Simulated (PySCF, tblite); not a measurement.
**C7H14SSi: geometry, infrared bands and NMR shifts**

Aim: predict the infrared bands and NMR shifts of C7H14SSi (`C=C[Si@@H]1C[C@@H]1SC(C)C`).

Programs: tblite 0.8.0 and PySCF 2.14.0, with density-fitted response routines of our own. Each step states its level of theory. These are calculated values for one molecule in the gas phase, unless marked as measured. Atoms are numbered from 0 throughout.

### Step 1. The molecule as given

23 atoms, charge 0, multiplicity 1; geometry from: force field or distance geometry start.

Bonds of the start (Å): C0–C1 1.35, C1–Si2 1.83, Si2–C3 1.88, C3–C4 1.48, C4–S5 1.80, S5–C6 1.82, C6–C7 1.49, C6–C8 1.53, C4–Si2 1.85, C0–H9 1.09, C0–H10 1.08, C1–H11 1.08, Si2–H12 1.47, C3–H13 1.11, C3–H14 1.11, C4–H15 1.12, C6–H16 1.11, C7–H17 1.11, C7–H18 1.11, C7–H19 1.12, C8–H20 1.12, C8–H21 1.12, C8–H22 1.10.

### Step 2. Optimising the geometry with GFN2-xTB

Job settings and geometry (Å):

```
{"job": {"kind": "relax", "xc": "GFN2-xTB", "basis": "xTB"}, "charge": 0, "multiplicity": 1}
C      4.507100    -0.036100    -0.636400
C      3.216500     0.272300    -0.892600
Si     2.074300     0.904400     0.383400
C      1.016500    -0.444500     1.155900
C      0.264900     0.530400     0.330900
S     -0.518800    -0.144900    -1.146100
C     -2.282900    -0.359500    -0.773400
C     -3.011000     0.924500    -0.543900
C     -2.391400    -1.182100     0.514800
H      5.071100    -0.409300    -1.485300
H      4.953300     0.076300     0.338500
H      2.841200     0.121600    -1.888800
H      2.544700     1.913300     1.337200
H      0.806700    -0.387900     2.242400
H      1.106900    -1.457700     0.713900
H     -0.369100     1.282700     0.875500
H     -2.727300    -0.895600    -1.638700
H     -2.880600     1.323600     0.479600
H     -2.786100     1.698500    -1.300600
H     -4.112900     0.714300    -0.621900
H     -3.441400    -1.223900     0.903500
H     -1.799800    -0.697200     1.330300
H     -2.086600    -2.223200     0.332000
```

The run is started by

```sh
$ OMP_NUM_THREADS=1 python probes_run.py task.json out
```

One launch serves the whole session: the jobs run in the order shown.

**Question.** This job is followed by: GFN2-xTB harmonic vibrations, gas phase; GIAO PBE0/pcSseg-1 NMR shielding, non-relativistic, gas phase. What will the session give for the following? strongest single infrared mode (GFN2-xTB); zero-point energy (GFN2-xTB); ¹³C shifts against TMS (PBE0/pcSseg-1); ¹H shifts against TMS (PBE0/pcSseg-1, means over atoms taken as alike); ²⁹Si shifts against TMS (PBE0/pcSseg-1); ³³S shifts against CS2 (PBE0/pcSseg-1); surface potential, 1st and 99th percentile.

**Answer**, as computed:

```
                                                              quantity                                                           value
                             strongest single infrared mode (GFN2-xTB)                                           2331 cm⁻¹, 314 km/mol
                                          zero-point energy (GFN2-xTB)                                                  117.2 kcal/mol
                                ¹³C shifts against TMS (PBE0/pcSseg-1)                  146.0, 139.0, 45.7, 27.0, 24.3, 16.4, 12.8 ppm
¹H shifts against TMS (PBE0/pcSseg-1, means over atoms taken as alike)  6.60, 6.41, 6.28, 3.47, 2.74, 2.19, 1.61, 1.48, 1.25, 0.85 ppm
                               ²⁹Si shifts against TMS (PBE0/pcSseg-1)                                                      -125.1 ppm
                                ³³S shifts against CS2 (PBE0/pcSseg-1)                                                          95 ppm
                                 surface potential, 1st and 99th percentile                                              -1.20 V and 0.88 V
```

The optimisation took 126 steps and gained 0.575 eV; among the close pairs (by a distance rule), Si2–C4 changed most, from 1.848 to 1.900 Å. All 63 modes are real, so the xTB geometry is a minimum. The strongest single mode, at 2331 cm⁻¹, moves mainly H12. Unscaled tight-binding wavenumbers are off by several per cent, some by more. Its intensities can rank the bands wrongly. The most deshielded carbon is C0 (terminal =CH2 carbon), at 146.0 ppm: as expected for a trigonal carbon in a double bond. At PBE0/pcSseg-1: Shielding is most anisotropic at Si2 (span 360 ppm, paramagnetic term -410 ppm). By nearest atom (PBE0/pcSseg-1), the HOMO sits on S5 73 % and the LUMO on C0, C1 about 25 % each; Si2 12 %.
